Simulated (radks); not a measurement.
# Nuclear size and the levels of Si

Aim: how the total energy, the levels and the density at the nucleus of Si respond when the nuclear radius is scaled.

The numbers are computed with radks (a radial shooting solver on a logarithmic mesh, Libxc functionals) version 1 (Dirac Kohn-Sham, PBE, spin-unpolarised, spherical densities, finite nucleus; open shells fill j = l - 1/2 first), except any that are marked as measured or tabulated.

### Step 1. The system

| Property | Result |
| --- | --- |
| element | silicon (Z = 14) |
| charge | 0 |
| electrons | 14 |
| configuration | [Ne] 3s2 3p2 |
| nuclear rms radius | 3.1224 fm |

### Step 2. rms radius 3.1224 fm

Input:

```text
Z 14
configuration [Ne] 3s2 3p2 4s0 3d0
relativity Dirac
functional pbe,pbe
spin unpolarised
j_filling energy
nucleus finite rms 3.1224 fm
c 137.035999084
```

### Step 3. rms radius 2.6197 fm

Changes since step 2:

```diff
@@ -6,3 +6,3 @@
 j_filling energy
-nucleus finite rms 3.1224 fm
+nucleus finite rms 2.6197 fm
 c 137.035999084
```

### Step 4. rms radius 2.9163 fm

Changes since step 3:

```diff
@@ -6,3 +6,3 @@
 j_filling energy
-nucleus finite rms 2.6197 fm
+nucleus finite rms 2.9163 fm
 c 137.035999084
```

### Step 5. rms radius 3.2192 fm

Changes since step 4:

```diff
@@ -6,3 +6,3 @@
 j_filling energy
-nucleus finite rms 2.9163 fm
+nucleus finite rms 3.2192 fm
 c 137.035999084
```

### Step 6. rms radius 3.7406 fm

Changes since step 5:

```diff
@@ -6,3 +6,3 @@
 j_filling energy
-nucleus finite rms 3.2192 fm
+nucleus finite rms 3.7406 fm
 c 137.035999084
```

Q: Predict the outcome of this session. Wanted: for each run, rms radius; total energy shift; density at nucleus; 1s1/2 shift; 2s1/2 shift.

**Answer**, as computed:

```
rms radius (fm)  total energy shift (eV)  density at nucleus (e/bohr³)  1s1/2 shift (meV)  2s1/2 shift (meV)
         2.6197                 -0.00157                          1914             -0.654            -0.0420
         2.9163                -0.000676                          1911             -0.282            -0.0181
         3.1224                        0                          1909                  0                  0
         3.2192                 0.000333                          1908              0.139            0.00893
         3.7406                  0.00230                          1905              0.958             0.0616
```

In words: Shifts are against the first run. Over the range the 1s1/2 level moves by 0.00161 eV and the 2s1/2 level by 0.104 meV. A larger nucleus binds the 1s electrons less and lowers the density at its centre. These are shifts of eigenvalues, not the field shifts of spectral lines.
